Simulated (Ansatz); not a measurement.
# ReP: the cost of one run

Computed with Ansatz 0.2.0 (DFT r²SCAN, scalar-relativistic, plane waves, PAW, unless a step's input says otherwise).

2 further runs of the same task are left out: 1 for a known fault of the program, 1 that didn't finish. Runs told in other sessions of the task aren't counted.

**1. Starting point**

It takes space group Fm-3m (No. 225, cubic). Conventional cell: a = 4.892 Å, b = 4.892 Å, c = 4.892 Å, α = 90.00°, β = 90.00°, γ = 90.00°. Around Re (site symmetry m-3m) lie 6 P at 2.45 Å. P (site symmetry m-3m) has 6 Re at 2.45 Å in its first shell of neighbours.

Structure file:

```xyz
2
Lattice="0.0000 2.4459 2.4459 2.4459 0.0000 2.4459 2.4459 2.4459 0.0000" Properties=species:S:1:pos:R:3 pbc="T T T"
Re    2.4459    2.4459    2.4459
P     0.0000    0.0000    0.0000
```

An earlier run at r²SCAN left this cell at 14.632 Å³/atom and 0.00 GPa (12×12×12 mesh).

Volume factors to run: 0.980, 1.020, 0.960, 1.040, 1.070.

**2. At 0.980 of the relaxed volume**

input.yaml reads:

```yaml
crystal:
  lattice:
    - [0.0, 2.4294353762, 2.4294353762]
    - [2.4294353762, 0.0, 2.4294353762]
    - [2.4294353762, 2.4294353762, 0.0]
  atoms:
    - { symbol: Re, position: [0.5, 0.5, 0.5] }
    - { symbol: P, position: [0.0, 0.0, 0.0] }
basis:
  ecutwfc: 500
  ecutrho_ratio: 4
kpoints:
  mp_grid: { grid: [12, 12, 12] }
hamiltonian:
  xc: r2scan
scf:
  occupations: { method: gaussian, width: 0.05 }
output:
  forces: true
  stress: true
  eigenvalues: true
```

The run is started by

```bash
ansatz run input.yaml --threads 2 --pin off --max-ram 2662MiB --backend cpu --events-out ev --progress --plain --runs-dir out
```

Q: Estimate wall time and peak memory on 2 threads of Arm Neoverse V1, shared host.

About 2.5 s, with a peak of 0.39 GiB.
